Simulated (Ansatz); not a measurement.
**C₂H₁₁BOSi: up Jacob's ladder to CCSD(T)**

The task here is to estimate one member of a computed series from the others.

Computed with Ansatz 0.2.0, Gaussian basis. Level: functionals in def2-TZVPP, the program's frozen cores in correlated methods.

Plan: LDA (SPW92), PBE-D4, revPBE-D4, BLYP-D4, r2SCAN-D4, B97M-V, PBE0-D4, B3LYP-D4, r2SCANh-D4, r2SCAN0-D4, HSE06-D4, BHLYP-D4, CAM-B3LYP-D4, LC-ωPBE, ωB97X-V, ωB97M-V, B2PLYP, PBE-QIDH; CCSD(T)/def2-SVP; CCSD(T)/def2-TZVPP; MP2/def2-QZVPP; extrapolation to the limit; RPA on PBE.

### The geometry

All runs share one geometry, relaxed beforehand with PBE0-D4 in a triple-zeta def2 set.

SMILES `C[BH-](C)[OH+][SiH3]`, 16 atoms, charge 0, spin multiplicity 1.

Atoms are counted from 1 here; the program's logs count them from 0.

Bond lengths: C1–B2 1.589 Å, C1–H6 1.094 Å, C1–H7 1.097 Å, C1–H8 1.096 Å, B2–C3 1.595 Å, B2–O4 1.716 Å, B2–H9 1.229 Å, C3–H10 1.095 Å, C3–H11 1.096 Å, C3–H12 1.099 Å, O4–Si5 1.696 Å, O4–H13 0.962 Å, Si5–H14 1.477 Å, Si5–H15 1.473 Å, Si5–H16 1.488 Å. Angles: B2–C1–H6 113.3°, B2–C1–H7 112.7°, B2–C1–H8 109.5°, H6–C1–H7 107.7°, H6–C1–H8 106.7°, H7–C1–H8 106.5°, C1–B2–C3 118.2°, C1–B2–O4 105.7°, C1–B2–H9 114.3°, C3–B2–O4 104.6°, C3–B2–H9 113.9°, O4–B2–H9 96.7°, B2–C3–H10 109.5°, B2–C3–H11 114.1°, B2–C3–H12 112.6°, H10–C3–H11 106.3°, H10–C3–H12 105.9°, H11–C3–H12 107.9° and more.

Set-up of the first run:

Contents of in.yaml:

```yaml
crystal:
  periodic: [false, false, false]
  atoms:
    - {symbol: C, position_ang: [1.330555, 1.427531, 0.203103]}
    - {symbol: B, position_ang: [0.576552, 0.031151, 0.118914]}
    - {symbol: C, position_ang: [1.017789, -0.996568, -1.018486]}
    - {symbol: O, position_ang: [-1.057087, 0.407226, -0.246546]}
    - {symbol: Si, position_ang: [-2.046754, -0.427449, 0.849202]}
    - {symbol: H, position_ang: [0.879383, 2.121326, 0.918869]}
    - {symbol: H, position_ang: [1.385721, 1.936891, -0.766595]}
    - {symbol: H, position_ang: [2.364334, 1.266542, 0.528701]}
    - {symbol: H, position_ang: [0.362900, -0.494139, 1.209816]}
    - {symbol: H, position_ang: [2.040148, -1.338513, -0.826398]}
    - {symbol: H, position_ang: [0.396716, -1.897967, -1.072484]}
    - {symbol: H, position_ang: [1.036437, -0.538930, -2.017001]}
    - {symbol: H, position_ang: [-1.255006, 0.352655, -1.186267]}
    - {symbol: H, position_ang: [-1.733224, -1.870877, 0.873669]}
    - {symbol: H, position_ang: [-1.900051, 0.228097, 2.160219]}
    - {symbol: H, position_ang: [-3.421314, -0.229474, 0.315584]}
basis:
  gaussian: {orbitals: def2-TZVPP}
hamiltonian: {xc: lda}
output: {orbitals: {seedname: orbitals}}
```

On the command line:

```
$ ansatz run in.yaml --threads 4 --pin off --events-out ev --progress --plain --max-ram 11315MiB
```

Among the steps run: LDA; PBE-D4 (GGA); revPBE-D4 (GGA); BLYP-D4 (GGA); r2SCAN-D4 (meta-GGA); B97M-V (meta-GGA); PBE0-D4 (hybrid); B3LYP-D4 (hybrid); r2SCANh-D4 (hybrid); r2SCAN0-D4 (hybrid); HSE06-D4 (hybrid); BHLYP-D4 (hybrid); CAM-B3LYP-D4 (range-separated); LC-ωPBE (range-separated); ωB97X-V (range-separated); ωB97M-V (range-separated); B2PLYP (double hybrid); PBE-QIDH (double hybrid).

One of the session's tables, all rows but one given; the rest of the session is left out.

It belongs to the step «Orbital energies across the functionals». 

| functional | HOMO (eV) | gap (eV) |
| --- | --- | --- |
| LDA (SPW92) | -6.55 | 4.94 |
| PBE-D4 | -6.50 | 5.12 |
| revPBE-D4 | -6.46 | 5.19 |
| BLYP-D4 | -6.43 | 5.14 |
| r2SCAN-D4 | -6.78 | 5.86 |
| B97M-V | -6.90 | 5.69 |
| PBE0-D4 | -7.82 | 7.33 |
| B3LYP-D4 | -7.65 | 6.90 |
| r2SCANh-D4 | -7.27 | 6.64 |
| r2SCAN0-D4 | -8.01 | 7.80 |
| HSE06-D4 | -7.42 | 6.55 |
| BHLYP-D4 | -9.13 | 9.46 |
| CAM-B3LYP-D4 | -9.25 | 9.69 |
| LC-ωPBE | ? | ? |
| ωB97X-V | -10.25 | 11.75 |
| ωB97M-V | -10.11 | 11.25 |

**Question.** Estimate the row for LC-ωPBE.

As computed: HOMO (eV): -10.56; gap (eV): 12.25. In the column «HOMO (eV)» it is the lowest.
